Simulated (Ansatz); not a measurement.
Relaxation of a periodic cell of 13 atoms, Mg$_{12}$H (host Mg, host structure hcp, interstitial H), to a largest force component of 0.03 eV/Å in at most 60 steps.

Computed with Ansatz 0.2.0, DFT PBE-D3(BJ), scalar-relativistic, plane waves, PAW. Settings: cutoff 420 eV, k mesh 3x2x3, gaussian smearing 0.15 eV, no spin polarisation.

```xyz
13
Lattice="6.4200 0.0000 0.0000 -4.8150 8.3398 0.0000 0.0000 0.0000 5.2130" Properties=species:S:1:pos:R:3:forces:R:3
Mg 0.000 0.000 0.000 0.01 0.00 0.02
Mg 0.000 1.853 2.607 -0.03 0.01 -0.02
Mg -1.605 2.780 0.000 0.00 -0.01 0.03
Mg -1.605 4.633 2.607 0.31 -0.21 -0.12
Mg -3.210 5.560 0.000 0.01 0.01 0.13
Mg -3.210 7.413 2.607 -0.03 0.16 -0.02
Mg 3.210 0.000 0.000 0.00 -0.01 0.00
Mg 3.210 1.853 2.607 0.03 0.01 0.04
Mg 1.605 2.780 0.000 -0.01 -0.02 0.02
Mg 1.605 4.633 2.607 -0.29 -0.17 -0.10
Mg 0.000 5.560 0.000 -0.01 0.01 0.05
Mg 0.000 7.413 2.607 0.02 0.02 0.00
H -3.204 5.482 3.245 -0.02 0.20 -0.04
```

Q: Where does it end, and by what steps?

A: It converged. Limits of this set-up: coarse k mesh, odd electron count without spin, a small cell, in which the defect meets its images, a typed lattice constant that wasn't relaxed here. After 3 steps the energy has fallen by 0.044 eV; H13 moved furthest, 0.14 Å.

| step | energy less start (eV) | largest force component (eV/Å) | accepted |
| --- | --- | --- | --- |
| 0 | 0.0000 | 0.310 | yes |
| 1 | -0.0368 | 0.114 | yes |
| 2 | -0.0428 | 0.054 | yes |
| 3 | -0.0436 | 0.025 | yes |

```xyz
13
Lattice="6.4200 0.0000 0.0000 -4.8150 8.3398 0.0000 0.0000 0.0000 5.2130" Properties=species:S:1:pos:R:3
Mg -0.004 -0.007 0.017
Mg -0.022 1.833 2.617
Mg -1.604 2.776 0.020
Mg -1.555 4.573 2.593
Mg -3.206 5.566 -0.027
Mg -3.221 7.486 2.592
Mg 3.219 -0.005 0.025
Mg 3.225 1.862 2.646
Mg 1.594 2.759 0.016
Mg 1.563 4.580 2.590
Mg 0.001 5.560 0.028
Mg 0.011 7.414 2.634
H -3.203 5.564 3.132
```

Whether the end is a true minimum wasn't checked by a vibrational analysis.

The run took 26 s on 2 threads of Arm Neoverse V1, with other jobs on the host, peak memory 0.57 GiB.
